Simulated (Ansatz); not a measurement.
# Pt: the cost of one run

Computed with Ansatz 0.2.0 (DFT PBEsol, scalar-relativistic, plane waves, PAW, unless a step's input says otherwise).

The COD entry's cell or inner coordinates are ideal or old and differ from later refinements, so a difference from it is no clean test against experiment.

1 further run of the same task is left out (set aside as unsound or not needed). Runs told in other sessions of the task aren't counted.

**1. The starting structure**

It takes space group Fm-3m (No. 225, cubic). Conventional cell: a = 3.916 Å, b = 3.916 Å, c = 3.916 Å, α = 90.00°, β = 90.00°, γ = 90.00°. Pt (site symmetry m-3m) has 12 Pt at 2.77 Å in its first shell of neighbours.

As a file:

```
CELL_PARAMETERS angstrom
0.00000 3.91580 3.91580
3.91580 0.00000 3.91580
3.91580 3.91580 0.00000
ATOMIC_POSITIONS crystal
Pt 0.00000 0.00000 0.00000
Pt 0.00000 0.00000 0.50000
Pt 0.00000 0.50000 0.00000
Pt 0.00000 0.50000 0.50000
Pt 0.50000 0.00000 0.00000
Pt 0.50000 0.00000 0.50000
Pt 0.50000 0.50000 0.00000
Pt 0.50000 0.50000 0.50000
```

No relaxation comes first: the listed cell is the starting point.

**2. The reference cell**

The cell is repeated 8 times, 8 atoms in all. The reference gives a free energy of -99070.6433 eV, pressure 0.60 GPa, largest force 0.000 eV/Å and gap on the mesh none (metal). It was computed beforehand with the settings of the runs below.

**3. Next: random displacements**

All atoms are moved at random with no net shift, in some cells together with a random strain.

**4. rms move = 0.130 Å**

input.yaml reads:

```yaml
crystal:
  lattice:
    - [-0.0318814674, 3.900523718, 3.927615404]
    - [3.9079040638, 0.0078343326, 3.887899604]
    - [3.893799034, 3.8467028882, 0.0219393624]
  atoms:
    - { symbol: Pt, position: [0.0197116994, -0.0118284477, 0.0049895167] }
    - { symbol: Pt, position: [-0.0209703472, 0.0040096198, 0.4992178342] }
    - { symbol: Pt, position: [-0.0366251779, 0.5269859679, -0.0007149108] }
    - { symbol: Pt, position: [0.0051066028, 0.4955077848, 0.5119037671] }
    - { symbol: Pt, position: [0.5037726846, 0.0181952476, -0.0158671569] }
    - { symbol: Pt, position: [0.4832494927, -0.001169087, 0.511165377] }
    - { symbol: Pt, position: [0.5454871833, 0.4873313836, -0.0087327714] }
    - { symbol: Pt, position: [0.5002678621, 0.480967531, 0.4980383441] }
basis:
  ecutwfc: 420
kpoints:
  mp_grid: { grid: [10, 10, 10] }
hamiltonian:
  xc: pbesol
scf:
  occupations: { method: gaussian, width: 0.15 }
output:
  forces: true
  stress: true
  eigenvalues: true
```

The run is started by

```sh
> ansatz run input.yaml --threads 2 --pin off --max-ram 5120MiB --backend cpu --events-out ev --progress --plain --runs-dir out
```

**Question.** How long does this run take on 2 threads of Intel Xeon at 2.70GHz, shared host, and how much memory does it need?

About 2.6 min, with a peak of 3.1 GiB.
